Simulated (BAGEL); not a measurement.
# GaH2S2F (SMILES [F][Ga]([SH])[SH]): levels of theory compared

We compute a comparison of 4 runs (HF/STO-3G, B3LYP/6-31G*, PBE0/6-31G*, RI-MP2/6-31G*) of GaH2S2F. 

The calculation is run with BAGEL 1.2.2.

6 further runs of the same task are left out: 4 that didn't finish, 2 set aside as unsound or not needed. Runs told in other sessions of the task aren't counted.

### Step 1. The structure to begin with

GaH2S2F has 6 atoms, charge 0, and is taken as a singlet. As SMILES, `[F][Ga]([SH])[SH]`. The shape comes from GFN2-xTB, which is rough for such elements, and wasn't checked as a minimum. This is one conformer, not always the lowest.

Bond lengths: F1–Ga2 1.772 Å, Ga2–S3 2.239 Å, Ga2–S4 2.230 Å, S3–H5 1.328 Å, S4–H6 1.333 Å. Angles: F1–Ga2–S3 111.5°, F1–Ga2–S4 118.4°, S3–Ga2–S4 130.1°, Ga2–S3–H5 90.6°, Ga2–S4–H6 90.7°.

### Step 2. The energy at HF/STO-3G (density fitting with qzvpp-jkfit) (run 1)

Contents of input.json:

```json
{ "bagel": [

{
  "title": "molecule",
  "basis": "sto-3g",
  "df_basis": "qzvpp-jkfit",
  "angstrom": true,
  "geometry": [
    { "atom": "F", "xyz": [      -0.555890,      -1.924750,       0.653560 ] },
    { "atom": "Ga", "xyz": [      -0.273160,      -0.276810,       0.067990 ] },
    { "atom": "S", "xyz": [       1.884210,       0.296130,       0.236570 ] },
    { "atom": "S", "xyz": [      -2.013420,       0.887360,      -0.700980 ] },
    { "atom": "H", "xyz": [       2.179620,      -0.906050,       0.716950 ] },
    { "atom": "H", "xyz": [      -1.221360,       1.924120,      -0.974090 ] }
  ]
},

{
  "title": "hf"
},

{
  "title": "print",
  "file": "orbitals.molden",
  "orbitals": true
}

]}
```

The run is started by

```bash
$ BAGEL_NUM_THREADS=1 BAGEL input.json > input.out
```

Output:

```text
* using 1 threads per process

  ===============================================================
  ===============================================================

  *** Geometry ***

  { "atom" : "F", "xyz" : [     -1.050480,     -3.637250,      1.235049 ] },
  { "atom" : "Ga", "xyz" : [     -0.516198,     -0.523095,      0.128482 ] },
  { "atom" : "S", "xyz" : [      3.560641,      0.559605,      0.447053 ] },
  { "atom" : "S", "xyz" : [     -3.804812,      1.676867,     -1.324660 ] },
  { "atom" : "H", "xyz" : [      4.118885,     -1.712186,      1.354839 ] },
  { "atom" : "H", "xyz" : [     -2.308036,      3.636060,     -1.840763 ] },

  Number of auxiliary basis functions:      635

  Since a DF basis is specified, we compute 2- and 3-index integrals:
    o Being stored without compression. Storage requirement is 0.009 GB

  Number of basis functions:       43
  Number of electrons      :       74

    * METHOD: MOLECULE                             0.33

  *** RHF ***

  === Nuclear Repulsion ===
   428.9342068888

      * DIIS with orbital gradients will be used.

  === RHF iteration (sto-3g) ===
      0      -2786.38631243          0.01087816           0.07
      1      -2786.48685277          0.00330993           0.06
      2      -2786.49562152          0.00086352           0.06
      3      -2786.49662528          0.00026555           0.06
      4      -2786.49675442          0.00010742           0.06
      5      -2786.49677618          0.00004284           0.06
      6      -2786.49678120          0.00001372           0.06
      7      -2786.49678174          0.00000563           0.06
      8      -2786.49678183          0.00000263           0.06
      9      -2786.49678185          0.00000137           0.06
     10      -2786.49678186          0.00000082           0.06
     11      -2786.49678186          0.00000044           0.06
     12      -2786.49678186          0.00000019           0.06
     13      -2786.49678186          0.00000008           0.06
     14      -2786.49678186          0.00000005           0.06
     15      -2786.49678186          0.00000003           0.06
     16      -2786.49678186          0.00000002           0.06
     17      -2786.49678186          0.00000001           0.06
    * SCF iteration converged.

    * Permanent dipole moment:
           (   -0.197234,    -0.258505,     0.073123) a.u.

    * METHOD: HF                                   1.24

    * METHOD: PRINT                                0.00

  ===============================================================
```

Wall time 1.7 s (1 thread of Intel Xeon at 2.60GHz (Ice Lake), shared host); peak memory 0.1 GiB.

### Step 3. A single-point energy at B3LYP/6-31G(d) (density fitting with qzvpp-jkfit, spherical functions) (run 2)

Contents of input.json:

```json
{ "bagel": [

{
  "title": "molecule",
  "basis": "6-31gs.json",
  "df_basis": "qzvpp-jkfit",
  "angstrom": true,
  "geometry": [
    { "atom": "F", "xyz": [   -0.555890,   -1.924750,    0.653560 ] },
    { "atom": "Ga", "xyz": [   -0.273160,   -0.276810,    0.067990 ] },
    { "atom": "S", "xyz": [    1.884210,    0.296130,    0.236570 ] },
    { "atom": "S", "xyz": [   -2.013420,    0.887360,   -0.700980 ] },
    { "atom": "H", "xyz": [    2.179620,   -0.906050,    0.716950 ] },
    { "atom": "H", "xyz": [   -1.221360,    1.924120,   -0.974090 ] }
  ]
},
{
  "title": "ks",
  "xc_func": "b3lyp"
},
{
  "title": "print",
  "file": "orbitals.molden",
  "orbitals": true
}

]}
```

The basis set 6-31G* is read from a file made from the Basis Set Exchange's data (not shown).

The run is started by

```bash
$ BAGEL_NUM_THREADS=1 BAGEL input.json > input.out
```

Output:

```text
* using 1 threads per process

  ===============================================================
  ===============================================================

  *** Geometry ***

  { "atom" : "F", "xyz" : [     -1.050480,     -3.637250,      1.235049 ] },
  { "atom" : "Ga", "xyz" : [     -0.516198,     -0.523095,      0.128482 ] },
  { "atom" : "S", "xyz" : [      3.560641,      0.559605,      0.447053 ] },
  { "atom" : "S", "xyz" : [     -3.804812,      1.676867,     -1.324660 ] },
  { "atom" : "H", "xyz" : [      4.118885,     -1.712186,      1.354839 ] },
  { "atom" : "H", "xyz" : [     -2.308036,      3.636060,     -1.840763 ] },

  Number of auxiliary basis functions:      635

  Since a DF basis is specified, we compute 2- and 3-index integrals:
    o Being stored without compression. Storage requirement is 0.038 GB

  Number of basis functions:       86
  Number of electrons      :       74

    * METHOD: MOLECULE                             0.48

  *** Kohn-Sham DFT ***

    * Removing 10019 points whose weight is below 1.00e-10
    * Grid points: 79417

  === Nuclear Repulsion ===
   428.9342068888

       - DIIS with orbital gradients will be used.

  === KS iteration (b3lyp / 6-31gs.json) ===
      0      -2738.90222576          0.12051125           0.46
      1      -2580.27156118          0.19315119           0.48
      2      -2723.17048698          0.12160494           0.41
      3      -2817.11482537          0.08195104           0.42
      4      -2762.42770778          0.12921696           0.43
      5      -2820.83429108          0.05288170           0.43
      6      -2764.01704269          0.13661783           0.44
      7      -2764.26114554          0.13674131           0.43
      8      -2819.31149809          0.07621008           0.43
      9      -2819.48517663          0.06402638           0.44
     10      -2822.03652649          0.01059842           0.43
     11      -2822.09017441          0.01151752           0.42
     12      -2822.14481662          0.00465934           0.42
     13      -2822.15294703          0.00067547           0.42
     14      -2822.15291339          0.00066048           0.43
     15      -2822.15340956          0.00006013           0.41
     16      -2822.15341044          0.00005214           0.42
     17      -2822.15341315          0.00000396           0.42
     18      -2822.15341315          0.00000367           0.42
     19      -2822.15341316          0.00000108           0.42
     20      -2822.15341316          0.00000007           0.42
     21      -2822.15341316          0.00000005           0.42
     22      -2822.15341316          0.00000001           0.43
    * SCF iteration converged.

    * Permanent dipole moment:
           (   -0.291135,    -0.523448,     0.162572) a.u.

    * METHOD: KS                                  10.31

    * METHOD: PRINT                                0.01

  ===============================================================
```

Run time: 11 s. Hardware: 1 thread of Intel Xeon at 2.60GHz (Ice Lake), shared host; peak memory 0.41 GiB.

### Step 4. The energy at PBE0/6-31G(d) (density fitting with qzvpp-jkfit, spherical functions) (run 3)

Contents of calc.json:

```json
{ "bagel" : [

{
  "title" : "molecule",
  "basis" : "6-31gs.json",
  "df_basis" : "qzvpp-jkfit",
  "angstrom" : true,
  "geometry" : [
    { "atom" : "F", "xyz" : [      -0.555890,      -1.924750,       0.653560 ] },
    { "atom" : "Ga", "xyz" : [      -0.273160,      -0.276810,       0.067990 ] },
    { "atom" : "S", "xyz" : [       1.884210,       0.296130,       0.236570 ] },
    { "atom" : "S", "xyz" : [      -2.013420,       0.887360,      -0.700980 ] },
    { "atom" : "H", "xyz" : [       2.179620,      -0.906050,       0.716950 ] },
    { "atom" : "H", "xyz" : [      -1.221360,       1.924120,      -0.974090 ] }
  ]
},

{
  "title" : "ks",
  "xc_func" : "pbe0"
},

{
  "title" : "print",
  "file" : "orbitals.molden",
  "orbitals" : true
}

]}
```

The basis set 6-31G* is read from a file made from the Basis Set Exchange's data (not shown).

The run is started by

```bash
$ BAGEL_NUM_THREADS=1 BAGEL calc.json > calc.out
```

Output:

```text
* using 1 threads per process

  ===============================================================
  ===============================================================

  *** Geometry ***

  { "atom" : "F", "xyz" : [     -1.050480,     -3.637250,      1.235049 ] },
  { "atom" : "Ga", "xyz" : [     -0.516198,     -0.523095,      0.128482 ] },
  { "atom" : "S", "xyz" : [      3.560641,      0.559605,      0.447053 ] },
  { "atom" : "S", "xyz" : [     -3.804812,      1.676867,     -1.324660 ] },
  { "atom" : "H", "xyz" : [      4.118885,     -1.712186,      1.354839 ] },
  { "atom" : "H", "xyz" : [     -2.308036,      3.636060,     -1.840763 ] },

  Number of auxiliary basis functions:      635

  Since a DF basis is specified, we compute 2- and 3-index integrals:
    o Being stored without compression. Storage requirement is 0.038 GB

  Number of basis functions:       86
  Number of electrons      :       74

    * METHOD: MOLECULE                             0.50

  *** Kohn-Sham DFT ***

    * Removing 10019 points whose weight is below 1.00e-10
    * Grid points: 79417

  === Nuclear Repulsion ===
   428.9342068888

       - DIIS with orbital gradients will be used.

  === KS iteration (pbe0 / 6-31gs.json) ===
      0      -2738.23957580          0.12024767           0.45
      1      -2580.82906470          0.19310956           0.47
      2      -2722.64688613          0.12043901           0.42
      3      -2816.74674261          0.07853001           0.42
      4      -2761.26727656          0.12776861           0.42
      5      -2818.95057594          0.08273606           0.41
      6      -2763.69202490          0.14024395           0.42
      7      -2763.30164642          0.13793477           0.41
      8      -2817.36160572          0.07793874           0.40
      9      -2814.68581752          0.09027264           0.41
     10      -2821.24745003          0.01903815           0.42
     11      -2821.10295797          0.02097447           0.41
     12      -2821.44342269          0.00237208           0.41
     13      -2821.44683283          0.00104633           0.40
     14      -2821.44809063          0.00034716           0.40
     15      -2821.44823003          0.00007654           0.42
     16      -2821.44823406          0.00001014           0.42
     17      -2821.44823416          0.00000256           0.42
     18      -2821.44823416          0.00000127           0.42
     19      -2821.44823417          0.00000055           0.43
     20      -2821.44823417          0.00000012           0.41
     21      -2821.44823417          0.00000008           0.41
     22      -2821.44823417          0.00000002           0.41
     23      -2821.44823417          0.00000001           0.41
    * SCF iteration converged.

    * Permanent dipole moment:
           (   -0.301423,    -0.512080,     0.156876) a.u.

    * METHOD: KS                                  10.46

    * METHOD: PRINT                                0.01

  ===============================================================
```

Run time: 11 s. Hardware: 1 thread of Intel Xeon at 2.60GHz (Ice Lake), shared host; peak memory 0.41 GiB.

### Step 5. The energy at RI-MP2/6-31G(d) (density fitting with qzvpp-jkfit, spherical functions) (run 4)

Contents of mp2.json:

```json
{ "bagel" : [

{
  "title" : "molecule",
  "basis" : "6-31gs.json",
  "df_basis" : "qzvpp-jkfit",
  "angstrom" : true,
  "geometry" : [
    { "atom" : "F", "xyz" : [   -0.555890,   -1.924750,    0.653560 ] },
    { "atom" : "Ga", "xyz" : [   -0.273160,   -0.276810,    0.067990 ] },
    { "atom" : "S", "xyz" : [    1.884210,    0.296130,    0.236570 ] },
    { "atom" : "S", "xyz" : [   -2.013420,    0.887360,   -0.700980 ] },
    { "atom" : "H", "xyz" : [    2.179620,   -0.906050,    0.716950 ] },
    { "atom" : "H", "xyz" : [   -1.221360,    1.924120,   -0.974090 ] }
  ]
},
{ "title" : "hf" },
{ "title" : "mp2", "ncore" : 20 }

]}
```

The basis set 6-31G* is read from a file made from the Basis Set Exchange's data (not shown).

The run is started by

```bash
$ BAGEL_NUM_THREADS=1 BAGEL mp2.json > mp2.out
```

Output:

```text
* using 1 threads per process

  ===============================================================
  ===============================================================

  *** Geometry ***

  { "atom" : "F", "xyz" : [     -1.050480,     -3.637250,      1.235049 ] },
  { "atom" : "Ga", "xyz" : [     -0.516198,     -0.523095,      0.128482 ] },
  { "atom" : "S", "xyz" : [      3.560641,      0.559605,      0.447053 ] },
  { "atom" : "S", "xyz" : [     -3.804812,      1.676867,     -1.324660 ] },
  { "atom" : "H", "xyz" : [      4.118885,     -1.712186,      1.354839 ] },
  { "atom" : "H", "xyz" : [     -2.308036,      3.636060,     -1.840763 ] },

  Number of auxiliary basis functions:      635

  Since a DF basis is specified, we compute 2- and 3-index integrals:
    o Being stored without compression. Storage requirement is 0.038 GB

  Number of basis functions:       86
  Number of electrons      :       74

    * METHOD: MOLECULE                             0.56

  *** RHF ***

  === Nuclear Repulsion ===
   428.9342068888

      * DIIS with orbital gradients will be used.

  === RHF iteration (6-31gs.json) ===
      0      -2818.51389971          0.01691847           0.14
      1      -2818.62579186          0.01236671           0.13
      2      -2818.70581740          0.00116133           0.13
      3      -2818.70739037          0.00035895           0.13
      4      -2818.70754368          0.00008215           0.13
      5      -2818.70755435          0.00002985           0.13
      6      -2818.70755544          0.00001360           0.13
      7      -2818.70755571          0.00000299           0.13
      8      -2818.70755573          0.00000092           0.13
      9      -2818.70755573          0.00000041           0.13
     10      -2818.70755573          0.00000017           0.16
     11      -2818.70755573          0.00000004           0.13
     12      -2818.70755573          0.00000002           0.13
     13      -2818.70755573          0.00000001           0.13
    * SCF iteration converged.

    * Permanent dipole moment:
           (   -0.291442,    -0.553120,     0.173474) a.u.

    * METHOD: HF                                   2.19

  *** RHF ***

  === Nuclear Repulsion ===
   428.9342068888

      * DIIS with orbital gradients will be used.

  === RHF iteration (6-31gs.json) ===
      0      -2818.70755573          0.00000000           0.13
    * SCF iteration converged.

    * Permanent dipole moment:
           (   -0.291442,    -0.553119,     0.173474) a.u.

  === DF-MP2 calculation ===

    * freezing 20 orbitals
    * 3-index integral transformation done
    * assembly done

      MP2 correlation energy:   -0.6484080902      0.05

      MP2 total energy:       -2819.3559638200

    * METHOD: MP2                                  0.33

  ===============================================================
```

Wall time 3.3 s (1 thread of Intel Xeon at 2.60GHz (Ice Lake), shared host); peak memory 0.18 GiB.

### Step 6. All runs side by side

| run | level | frozen core orbitals | energy (Eh) | dipole moment (D) | HOMO energy (eV) | LUMO energy (eV) | wall time |
| --- | --- | --- | --- | --- | --- | --- | --- |
| 1 | HF/STO-3G (density fitting with qzvpp-jkfit) | – | -2786.496782 | 0.85 | -7.16 | 5.50 | 1.7 s |
| 2 | B3LYP/6-31G* (density fitting with qzvpp-jkfit, spherical functions) | – | -2822.153413 | 1.58 | -7.60 | -1.92 | 11 s |
| 3 | PBE0/6-31G* (density fitting with qzvpp-jkfit, spherical functions) | – | -2821.448234 | 1.56 | -7.91 | -1.66 | 11 s |
| 4 | RI-MP2/6-31G* (density fitting with qzvpp-jkfit, spherical functions) | 20 | -2819.355964 | – | – | – | 3.3 s |

### Step 7. What came out

| quantity | value |
| --- | --- |
| run 4: total energy | -2819.35596 Eh |
| run 4: correlation energy (20 core orbitals frozen) | -648.4 mEh |

Over runs 1, 2, 3 the dipole moment (its size) runs from 0.85 D (HF/STO-3G) to 1.58 D (B3LYP/6-31G*). The two ends differ in method and basis. Over runs 1, 2, 3 the HOMO–LUMO gap runs from 5.68 eV (B3LYP/6-31G*) to 12.66 eV (HF/STO-3G). Totals of different functionals can't be ranked against each other. In run 1 the basis is minimal, so the values are rough. All runs together took 28 s, the longest 11 s.
